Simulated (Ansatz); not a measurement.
# ZrTaC2: bonding charge in real space

Aim: see in ZrTaC2 how the density differs from that of free atoms, which states sit where and how compression changes the bonding charge. The geometry is as listed and is not relaxed.

Method: DFT PBEsol, scalar-relativistic, plane waves, PAW, in Ansatz 0.2.0.

### 1 The system as given

It takes space group R-3m (No. 166, trigonal). The conventional cell has a = 3.233 Å, b = 3.233 Å, c = 15.919 Å, α = 90.00°, β = 90.00°, γ = 120.00°. Zr (site symmetry -3m) has 6 C at 2.33 Å as nearest neighbours. Ta (site symmetry -3m) is surrounded by 6 C at 2.25 Å. Around C (site symmetry 3m) lie 3 Ta at 2.25 Å and 3 Zr at 2.33 Å.

As a file:

```cif
data_structure
_symmetry_space_group_name_H-M 'P 1'
_symmetry_Int_Tables_number 1
_cell_length_a 3.2326
_cell_length_b 3.2326
_cell_length_c 5.6251
_cell_angle_alpha 73.302
_cell_angle_beta 73.302
_cell_angle_gamma 60.000
_cell_volume 48.02
loop_
_atom_site_label
_atom_site_type_symbol
_atom_site_fract_x
_atom_site_fract_y
_atom_site_fract_z
_atom_site_occupancy
Zr1 Zr 0.00000 0.00000 0.00000 1
Ta1 Ta 0.50000 0.50000 0.50000 1
C1 C 0.24528 0.24528 0.26417 1
C2 C 0.75472 0.75472 0.73583 1
```

The structure comes from the Materials Project (structure only).

### 2 Ground state at the listed geometry

Contents of input.yaml:

```yaml
crystal:
  lattice:
    - [-1.6162758821, 2.7994719468, 0.0]
    - [-3.2325517642, 0.0, 0.0]
    - [-1.6162758821, 0.9331573156, 5.3064719008]
  atoms:
    - { symbol: Zr, position: [0.0, 0.0, 0.0] }
    - { symbol: Ta, position: [0.5, 0.5, 0.5] }
    - { symbol: C, position: [0.24527677, 0.24527677, 0.26416969] }
    - { symbol: C, position: [0.75472323, 0.75472323, 0.73583031] }
basis:
  ecutwfc: 420
  fft_grid_basis: typed
kpoints:
  mp_grid: { grid: [12, 12, 12] }
hamiltonian:
  xc: pbesol
  pseudopotentials: { kind: paw }
scf:
  occupations: { method: gaussian, width: 0.05 }
output:
  forces: true
  stress: true
  eigenvalues: true
  bader: true
  write_density: true
  volumetric_format: npy
  elf: true
```

Command:

```sh
ansatz run input.yaml --threads 1 --pin off --max-ram 2560MiB --backend cpu --events-out ev --progress --plain --runs-dir out
```

What it wrote (excerpt; [...] marks lines left out):

```text
Warning: RAYON_NUM_THREADS=1 ignored (pool sized by the plan → 1); use --threads N
[...]
Pseudopotentials: kind: paw
Pseudopotential: Zr, paw, valence charge 12, recommended cutoff 420 eV (normal), Zr.paw.azcp
Pseudopotential: Ta, paw, valence charge 13, recommended cutoff 420 eV (normal), Ta.paw.azcp
Pseudopotential: C, paw, valence charge 4, recommended cutoff 420 eV (normal), C.paw.azcp
Functional definition: PBEsol
[...]
Crystal: 4 atoms, lattice volume = 48.021 Å³
Basis set: ecut = 420 eV, 923 PW (Γ), exchange–correlation on 48×48×80 points (8 copies of the dense FFT grid, shifted against one another)
Bands: 21, of which v1, the nominal top of the filled ones, is band 17 counted from 1 (16 counted from 0)
Symmetry: 12 space group operations
Space group: R-3m (ITA 166), of the structure as read, at distance tolerance 3.6e-5 Å
k-points: 189 of 1728
[...]
SCF iter   1: F=—  HF=-14431.908547 eV  |F-HF|=—  |Δ(HF+E_count)|=         —  Δρ=8.61e-3  dr2=4.65e-2  ethr=1.77e-3  ⟨swp⟩=5.4  Hψ=18017  notcnv=0
[...]
SCF iter   6: F=-14431.897730 eV  HF=-14431.897730 eV  |F-HF|=9.85e-9  |Δ(HF+E_count)|=   1.57e-7  Δρ=6.90e-6  dr2=2.46e-8  ethr=3.03e-10  ⟨swp⟩=6.7  Hψ=16962  notcnv=0
[...]
SCF converged after 6 iterations
Free energy (F): -14431.897730 eV
[...]
E sigma→0 (E₀):  -14431.896692 eV
Entropy (-TS):   -0.002075 eV (-0.519 meV/atom)
Fermi energy:    17.306259 eV
[...]
--- Forces (eV/Å), atoms counted from 1 ---
  atom   1  Zr     0.00000000     0.00000000     0.00000000
  atom   2  Ta     0.00000000     0.00000000     0.00000000
  atom   3  C     -0.00000000     0.00000000    -0.01166108
  atom   4  C     -0.00000000    -0.00000000     0.01166108
[...]
--- Stress (GPa, compression-positive) ---
       -6.179990       0.000000       0.000000
        0.000000      -6.179990      -0.000000
        0.000000      -0.000000      -6.075021
  P = ⅓ Tr σ = -6.1450 GPa (-61.450 kbar)
--- Band table (eV; the first three rows and the last of 189) ---
  k-point 0: bands = ["-51.1078", "-31.2511", "-17.6822", "-17.4671", "-17.4671", "-9.5353", "-9.0077", "-9.0077", "4.0806", "8.0075", "10.3027", "12.9012", "12.9012", "16.9978", "16.9978", "17.0014", "17.4466", "17.4589", "17.4589", "18.9406", "18.9406"]
[...]
--- Bader charges: 4 sites ---
  site symbol  charge [e]  shift [e]
     0     Zr      1.8356     0.0014
     1     Ta      1.8897     0.0039
     2      C     -1.8627     0.0026
     3      C     -1.8627     0.0026
  estimated error of the sums over rays = 7.5e-4 e
```

It took 53 s on 1 thread of Arm Neoverse V1, shared host; peak memory 0.43 GiB.

### 3 Density, ELF and deformation density

Axes a, b and c in the maps are those of this run's conventional cell (a, b, c = 3.233, 3.233, 15.919 Å).

Density in a lattice plane of the grid's cell (edges 3.23 and 15.92 Å, at 0.000 of the third edge), which holds Zr and Ta and C.

Values in e/Å³, 12 rows by 6 columns:
```
0.18 0.21 0.37 0.52 0.37 0.21
0.25 0.25 0.41 0.79 0.41 0.25
1.70 1.28 0.37 0.20 0.37 1.28
0.20 0.20 0.39 0.77 0.39 0.20
0.21 0.24 0.37 0.49 0.37 0.24
3.06 3.92 0.41 0.23 0.41 3.92
0.21 0.24 0.37 0.49 0.37 0.24
0.20 0.20 0.39 0.77 0.39 0.20
1.70 1.28 0.37 0.20 0.37 1.28
0.25 0.25 0.41 0.79 0.41 0.25
0.18 0.21 0.37 0.52 0.37 0.21
2.66 3.56 0.40 0.18 0.40 3.56
```
Columns run along the first of these edges and rows up along the second, over one cell in 6 and 12 even steps from the bottom left corner. Atoms in the plane (fractional): Zr at (0.00, 0.00), Ta at (0.00, 0.50), C at (0.00, 0.75), C at (1.00, 0.25).

ELF in the same plane.

Ten even steps from '0' (0.00) to '9' (0.80):
```
843734
137873
321312
982128
097279
971217
312421
235653
634843
091319
634843
235653
312421
971217
097279
982128
321312
137873
843734
092229
```
Columns run along the first of these edges and rows up along the second, over one cell in 6 and 20 even steps from the bottom left corner. Atoms in the plane (fractional): Zr at (0.00, 0.00), Ta at (0.00, 0.50), C at (0.00, 0.75), C at (1.00, 0.25).

Both are smooth fields of the valence electrons: close to the nuclei they are not physical.

Outside the cores ELF peaks at 0.82 in the shell around C, 0.7 Å from C; 0.81 beside C, off the lines to its neighbours, 0.8 Å from C.

The reference for the deformation density is the superposition of neutral spherical atoms (taken from a run stopped after its first cycle, not shown).

Deformation density: the crystal less neutral atoms. These are valence pseudo-densities (PAW): inside the atomic spheres they are not the true ones.

Deformation density in a lattice plane of the grid's cell (edges 3.23 and 5.63 Å, at 0.000 of the third edge), which holds Zr.

Ten even steps from ' ' (-216.55 × 10⁻³ e/Å³) to '@' (103.32 × 10⁻³ e/Å³):
```
==++**++++++********++++****
****++++++**########****++++
======++**##%%%%%%%%%%##**++
++====++**##%%@@@@@@%%%%##**
**++++++**##%%@@@@@@@@@@%%##
****++****##%%@@@@@@@@@@%%##
##********##%%%%@@@@@@@@%%##
****++++****##%%%%@@@@@@%%##
****++++++****##############
****************************
**##############****++++++**
**##%%@@@@@@%%%%##****++++**
####%%@@@@@@@@%%%%##********
**##%%@@@@@@@@@@%%##****++**
**##%%@@@@@@@@@@%%##**++++++
++**##%%%%@@@@@@%%##**++====
==++**##%%%%%%%%%%##**++====
**++++****########**++++++**
==****++++********++++++**++
  --**++++++******++++++**--
```
Columns run along the first of these edges and rows up along the second, over one cell in 14 and 20 even steps from the bottom left corner. Atoms in the plane (fractional): Zr at (0.00, 0.00).

What does the deformation density say about the bonding?

C–Ta (2.25 Å): Δρ is +0.05 e/Å³ at the midpoint.
C–Zr (2.33 Å): Δρ is +0.04 e/Å³ at the midpoint.
Outside the cores the largest gain is 0.11 e/Å³, at the edge of the C core regions, and the largest loss 0.11 e/Å³, at the edge of the Ta core regions.
The rearranged charge, half the integral of |Δρ|, is about 0.25 e an atom.
Bader charges: Zr +1.84, Ta +1.89 and C −1.86 e.

Does the calculation give a gap?

It is metallic at this level of theory.

### 4 Energy-resolved densities and projections

The windows are set from the levels of the base run, in eV from its Fermi level.

input.yaml: that of step 2 with these lines changed.

```diff
@@ -20,9 +20,28 @@
   occupations: { method: gaussian, width: 0.05 }
+  n_extra_bands: 6
 output:
   forces: true
-  stress: true
+  stress: false
   eigenvalues: true
-  bader: true
-  write_density: true
+  bader: false
+  write_density: false
   volumetric_format: npy
-  elf: true
+  band_densities:
+    - { e_range: [-0.25, 0.25] }
+    - { e_range: [-1.2, 0.0] }
+    - { e_range: [0.0, 1.2] }
+    - { e_range: [-7.2, -4.79] }
+    - { e_range: [-4.79, -2.39] }
+    - { e_range: [-13.26, -9.27] }
+    - { e_range: [-27.18, -26.28] }
+  dos:
+    e_range: [-30, 8]
+    de: 0.02
+    method: { smearing: { sigma: 0.03, scheme: gaussian } }
+    projected: { site_lists: { C: [C], Ta: [Ta], Zr: [Zr] } }
+checkpoint:
+  read: start.run
+  write: ck
+  compress: false
+  write_wavefunctions: false
+  write_every: 100000
```

Command:

```sh
ansatz run input.yaml --threads 1 --pin off --max-ram 2560MiB --backend cpu --events-out ev --progress --plain --runs-dir out
```

What it wrote (excerpt; [...] marks lines left out):

```text
Warning: RAYON_NUM_THREADS=1 ignored (pool sized by the plan → 1); use --threads N
scf.n_extra_bands = 6 over 17 filled bands (N_el = 33.0): the run solves 23 bands
[...]
[... 5 set-up lines as earlier in the session ...]
[...]
Crystal: 4 atoms, lattice volume = 48.021 Å³
Basis set: ecut = 420 eV, 923 PW (Γ), exchange–correlation on 48×48×80 points (8 copies of the dense FFT grid, shifted against one another)
Bands: 23, of which v1, the nominal top of the filled ones, is band 17 counted from 1 (16 counted from 0)
[... 2 set-up lines as earlier in the session ...]
[...]
  atom   1  Zr     0.00000000     0.00000000     0.00000000
  atom   2  Ta    -0.00000000    -0.00000000     0.00000000
  atom   3  C      0.00000000    -0.00000000    -0.01165250
  atom   4  C      0.00000000     0.00000000     0.01165250
[...]
--- Band table (eV; the first three rows and the last of 189) ---
[... band rows left out ...]
[...]
--- Band densities, each state counted as filled ---
  window                                       electrons  max residual (eV)  cut levels
  e_range: [-0.25, 0.25]                        0.538194             3.5e-4           0
  e_range: [-1.2, 0]                            1.042824             2.6e-6           0
  e_range: [0, 1.2]                             1.563657             3.9e-4           0
  e_range: [-7.2, -4.79]                        2.571759             1.9e-6           0
  e_range: [-4.79, -2.39]                       8.189815             2.4e-6           0
  e_range: [-13.26, -9.27]                      4.000000             1.3e-6           0
  e_range: [-27.18, -26.28]                     6.000000             6.6e-7           0
```

It took 11 s on 1 thread of Arm Neoverse V1, shared host; peak memory 0.45 GiB.

| window (eV from the Fermi level) | what it holds | electrons a cell | main Löwdin character |
| --- | --- | --- | --- |
| −27.2 to −26.3 eV | a separate group of bands (semicore or deep states) | 6.00 | Zr 4p (over 95 %) |
| −13.3 to −9.3 eV | a separate group of bands | 4.00 | C 2s (60 %), Ta 5d (15 %) and Zr 4d (10 %) |
| −7.2 to −4.8 eV | the lower third of the occupied valence band | 2.57 | C 2p (50 %), Ta 5d (20 %) and Zr 4d (15 %) |
| −4.8 to −2.4 eV | the middle third of the occupied valence band | 8.19 | C 2p (50 %), Ta 5d (25 %) and Zr 4d (20 %) |
| −1.2 to 0.0 eV | the filled states just under the Fermi level | 1.04 | C 2p (45 %), Ta 5d (30 %) and Zr 4d (25 %) |
| −0.25 to +0.25 eV | the states at the Fermi level | 0.54 | Ta 5d (40 %), C 2p (30 %) and Zr 4d (25 %) |
| 0.0 to +1.2 eV | the empty states just over the Fermi level | 1.56 | Ta 5d (40 %), Zr 4d (30 %) and C 2p (25 %) |

Density of the states at the Fermi level, scaled to one electron a cell, in a lattice plane of the grid's cell (edges 3.23 and 5.63 Å, at 0.000 of the third edge), which holds Zr.

Ten even steps from '0' (7.25 × 10⁻³ per Å³) to '9' (40.38 × 10⁻³ per Å³):
```
66555321223555
89521111111113
68620011111002
23321112332111
11111123554311
00000124566421
00000123454431
10000112222222
21101112211122
22111122211112
22211122111011
12222222110000
01344543210000
01246654210000
11134553211111
21112332111233
62001111100268
83111111111259
65553221235556
56896322236986
```
Columns run along the first of these edges and rows up along the second, over one cell in 14 and 20 even steps from the bottom left corner. Atoms in the plane (fractional): Zr at (0.00, 0.00).

Löwdin projections on the PAW files' atomic orbitals give Ta 5d (40 %), C 2p (30 %) and Zr 4d (25 %). In space (atomic cells sized by Bader volumes) the density divides as C about 45 %, Ta about 30 % and Zr about 20 %. 

### 5 The cell at 90 % of its volume

Fractional coordinates and the k mesh are kept.

input.yaml: that of step 2 with these lines changed.

```diff
@@ -2,5 +2,5 @@
   lattice:
-    - [-1.6162758821, 2.7994719468, 0.0]
-    - [-3.2325517642, 0.0, 0.0]
-    - [-1.6162758821, 0.9331573156, 5.3064719008]
+    - [-1.5604972068, 2.7028604471, 0.0]
+    - [-3.1209944135, 0.0, 0.0]
+    - [-1.5604972068, 0.9009534824, 5.1233422899]
   atoms:
```

Command:

```sh
ansatz run input.yaml --threads 1 --pin off --max-ram 2560MiB --backend cpu --events-out ev --progress --plain --runs-dir out
```

What it wrote:

```text
Warning: RAYON_NUM_THREADS=1 ignored (pool sized by the plan → 1); use --threads N
Engine: ansatz 0.2.0, aarch64-unknown-linux-gnu
[... 5 set-up lines as earlier in the session ...]
  exchange = pbesol_x
  correlation = pbesol_c
Crystal: 4 atoms, lattice volume = 43.219 Å³
Basis set: ecut = 420 eV, 833 PW (Γ), exchange–correlation on 48×48×80 points (8 copies of the dense FFT grid, shifted against one another)
Bands: 21, of which v1, the nominal top of the filled ones, is band 17 counted from 1 (16 counted from 0)
[... 1 set-up line as earlier in the session ...]
Space group: R-3m (ITA 166), of the structure as read, at distance tolerance 3.5e-5 Å
k-points: 189 of 1728
Non-local potential: Zr, projectors of the file, l = 0: 3, l = 1: 2, l = 2: 2, l = 3: 2
Non-local potential: Ta, projectors of the file, l = 0: 3, l = 1: 2, l = 2: 2, l = 3: 1
Non-local potential: C, projectors of the file, l = 0: 2, l = 1: 2, l = 2: 1
PAW form: soft (Blöchl's): semilocal exchange-correlation on the pseudo side does not see the compensation charge
PAW frozen core: Zr, regenerated for the run's functional, and the local potential with it (the file was generated under x = pbe(κ = 0.804, μ = 0.2195149727645171), c = pbe(β = 0.06672455060314922))
PAW frozen core: Ta, regenerated for the run's functional, and the local potential with it (the file was generated under x = pbe(κ = 0.804, μ = 0.2195149727645171), c = pbe(β = 0.06672455060314922))
PAW frozen core: C, regenerated for the run's functional, and the local potential with it (the file was generated under x = pbe(κ = 0.804, μ = 0.2195149727645171), c = pbe(β = 0.06672455060314922))
PAW one-centre angular grid: Zr, 590 points (default); XC on 64 Gauss nodes
PAW one-centre angular grid: Ta, 590 points (default); XC on 64 Gauss nodes
PAW one-centre angular grid: C, 110 points (default); XC on 64 Gauss nodes
Initial density: superposition of atomic densities (neutral atoms: chi_scale 0, normalization atom), corrected by the library's trained network
Initial wavefunctions: pseudopotential atomic-orbital guess
Functional: x = pbesol(κ = 0.804, μ = 0.12345679012345678), c = pbesol(β = 0.046)
SCF iter   1: F=—  HF=-14431.621207 eV  |F-HF|=—  |Δ(HF+E_count)|=         —  Δρ=1.02e-2  dr2=5.75e-2  ethr=1.77e-3  ⟨swp⟩=5.7  Hψ=18253  notcnv=0
preconditioner: auto → Kerker (q_TF=auto, 2.608 Å⁻¹)  [metal: Δε(μ)=0.023 eV  Ē_g=8.431 eV  σ=0.050 eV  W_gap=0.25  n_scr=16 (ndim 8)  ℏωp=23.3 eV  f_vac=0.000  D(μ)=1.07/eV (n_scr^D=2)]
SCF iter   2: F=—  HF=-14431.607788 eV  |F-HF|=—  |Δ(HF+E_count)|=   1.34e-2  Δρ=2.50e-3  dr2=3.73e-3  ethr=1.74e-4  ⟨swp⟩=2.0  Hψ=6109  notcnv=0  defer=45
SCF iter   3: F=—  HF=-14431.607038 eV  |F-HF|=—  |Δ(HF+E_count)|=   7.50e-4  Δρ=8.62e-4  dr2=4.13e-4  ethr=1.13e-5  ⟨swp⟩=2.0  Hψ=5044  notcnv=0  defer=47
SCF iter   4: F=—  HF=-14431.607005 eV  |F-HF|=—  |Δ(HF+E_count)|=   3.36e-5  Δρ=1.48e-4  dr2=1.47e-5  ethr=1.25e-6  ⟨swp⟩=2.0  Hψ=5068  notcnv=0  defer=47
SCF iter   5: F=—  HF=-14431.607002 eV  |F-HF|=—  |Δ(HF+E_count)|=   2.47e-6  Δρ=3.89e-5  dr2=7.47e-7  ethr=4.45e-8  ⟨swp⟩=2.0  Hψ=5247  notcnv=0  defer=47
SCF iter   6: F=-14431.607002 eV  HF=-14431.607002 eV  |F-HF|=4.16e-9  |Δ(HF+E_count)|=   1.53e-7  Δρ=5.37e-6  dr2=1.27e-8  ethr=3.03e-10  ⟨swp⟩=7.0  Hψ=17151  notcnv=0
the search or the solves at the SCF's close seem to have found levels that the self-consistency loop had missed (the run counts 1). By its estimate they hold under 1e-12 electrons; where the run keeps them, the occupations were computed again with them
SCF 1 converged in 6 iterations: F = -14431.607002 eV  dr2 = 1.27e-8
SCF converged after 6 iterations
Free energy (F): -14431.607002 eV
Harris-Foulkes:  -14431.607002 eV  (|F-HF|=4.16e-9)
Internal energy: -14431.605487 eV  (E = F + TS)
E sigma→0 (E₀):  -14431.606244 eV
Entropy (-TS):   -0.001515 eV (-0.379 meV/atom)
Fermi energy:    19.403659 eV
--- Per-component energies (eV) ---
  E_band       = -53.834367
  E_kinetic    = 894.392546
  E_local      = -1052.162404  (includes V_loc(G=0)·N_el)
  E_nonlocal   = 151.673341
  E_hartree    = 343.238891
  E_xc         = -481.038333
  E_vxc        = -523.548303  (∫ρ·V_xc dr)
  E_paw        = -11363.525739  (= ΣΔE_a)
  E_vpaw       = -210.667072  (= ΣTr[D̂ρ^β])
  E_aug_tail   = 0.000195  (compensation charges beyond the density's cutoff)
  E_ewald      = -2924.605552
  E_core_change = 0.421568  (= ΣΔE_core)
  E_smearing   = -0.001515  (= −TS)
  E_closure    = -0.000000  (closes the sum)
  Σ components = -14431.607002   (vs F -14431.607002, Δ=0.00e0)
--- Forces (eV/Å), atoms counted from 1 ---
  atom   1  Zr     0.00000000     0.00000000     0.00000000
  atom   2  Ta    -0.00000000     0.00000000     0.00000000
  atom   3  C      0.00000000    -0.00000000    -0.23204814
  atom   4  C     -0.00000000     0.00000000     0.23204814
  max |Σ_I F_I| component: 5.55e-17 eV/Å
--- Stress (GPa, compression-positive) ---
       28.487671      -0.000000      -0.000000
       -0.000000      28.487671       0.000000
       -0.000000       0.000000      28.721014
  P = ⅓ Tr σ = 28.5655 GPa (285.655 kbar)
--- Band table (eV; the first three rows and the last of 189) ---
  k-point 0: bands = ["-48.6418", "-28.7996", "-15.3771", "-15.0283", "-15.0283", "-7.2285", "-6.4784", "-6.4784", "5.6143", "10.2435", "11.8697", "14.5062", "14.5062", "19.0121", "19.0124", "19.0124", "19.5352", "19.5447", "19.5447", "21.2602", "21.2602"]
  k-point 1: bands = ["-48.6418", "-28.7997", "-15.3754", "-15.0283", "-15.0283", "-7.2347", "-6.4785", "-6.4785", "5.6653", "10.0543", "12.0711", "14.5416", "14.5416", "18.6242", "18.8964", "18.8964", "19.4040", "19.4040", "19.8284", "21.6138", "21.6138"]
  k-point 2: bands = ["-48.6418", "-28.8000", "-15.3707", "-15.0283", "-15.0283", "-7.2515", "-6.4788", "-6.4788", "5.8141", "9.6383", "12.5257", "14.6457", "14.6457", "17.9902", "18.4265", "18.4265", "19.4199", "19.4199", "20.1956", "22.3331", "22.3331"]
  k-point 188: bands = ["-48.6001", "-28.6278", "-15.4732", "-15.4696", "-15.2279", "-7.3150", "-7.3024", "-6.9719", "8.6802", "8.6864", "13.6307", "13.7033", "15.0354", "15.5639", "15.8227", "15.9480", "20.7452", "21.5961", "22.3999", "23.1878", "24.3818"]
--- Bader charges: 4 sites ---
  site symbol  charge [e]  shift [e]
     0     Zr      1.7875     0.0012
     1     Ta      1.8746     0.0023
     2      C     -1.8312     0.0018
     3      C     -1.8310     0.0018
  estimated error of the sums over rays = 8.9e-4 e
```

Run time: 42 s. Hardware: 1 thread of Arm Neoverse V1, shared host; peak memory 0.43 GiB.

Deformation density at this volume.

Deformation density in a lattice plane of the grid's cell (edges 3.12 and 5.43 Å, at 0.000 of the third edge), which holds Zr.

Values in 10⁻³ e/Å³, 12 rows by 6 columns:
```
  -5.74  -18.17  -26.34   14.90   -1.74  -35.42
 -66.65  -66.65   11.90   68.60   68.60   11.90
 -20.69  -46.84   22.75   89.36  102.02   62.21
   8.41  -31.77    8.41   82.46  119.63   82.46
   1.55  -37.90  -22.87   29.42   65.34   50.83
 -10.20  -15.79  -15.79  -10.20  -15.79  -15.79
   1.55   50.83   65.34   29.42  -22.87  -37.90
   8.41   82.46  119.63   82.46    8.41  -31.77
 -20.69   62.21  102.02   89.36   22.75  -46.84
 -66.65   11.90   68.60   68.60   11.90  -66.65
  -5.74  -35.42   -1.74   14.90  -26.34  -18.17
-217.77   -0.91  -50.11  -18.65  -50.11   -0.91
```
Columns run along the first of these edges and rows up along the second, over one cell in 6 and 12 even steps from the bottom left corner. Atoms in the plane (fractional): Zr at (0.00, 0.00).

What does the deformation density say about the bonding?

C–Ta (2.17 Å): Δρ is +0.04 e/Å³ at the midpoint.
C–Zr (2.25 Å): Δρ is +0.04 e/Å³ at the midpoint.
Zr–Zr (3.12 Å): Δρ is −0.02 e/Å³ at the midpoint.
Outside the cores the largest gain is 0.12 e/Å³, at the edge of the C core regions, and the largest loss 0.11 e/Å³, at the edge of the Ta core regions.
In all about 0.25 e an atom is rearranged against the free atoms.
Bader charges: Zr +1.79, Ta +1.88 and C −1.83 e.

Metal or insulator at this level?

It is a metal at this level of theory.

### 6 What came out

| quantity | value |
| --- | --- |
| gap on the mesh | none (metal) |
| pressure | -6.1 GPa |
| Bader charges | Zr +1.84, Ta +1.89, C -1.86 e |
| the states at the Fermi level | Ta 5d (40 %), C 2p (30 %) and Zr 4d (25 %) |
| at 90 % volume | 28.6 GPa, gap none (metal), Bader Zr +1.79, Ta +1.88, C -1.83 e |

In words: C–Ta goes from 2.25 to 2.17 Å with the volume, and the deformation density at its midpoint from +0.05 to +0.04 e/Å³. Spin-orbit coupling is left out for Ta.
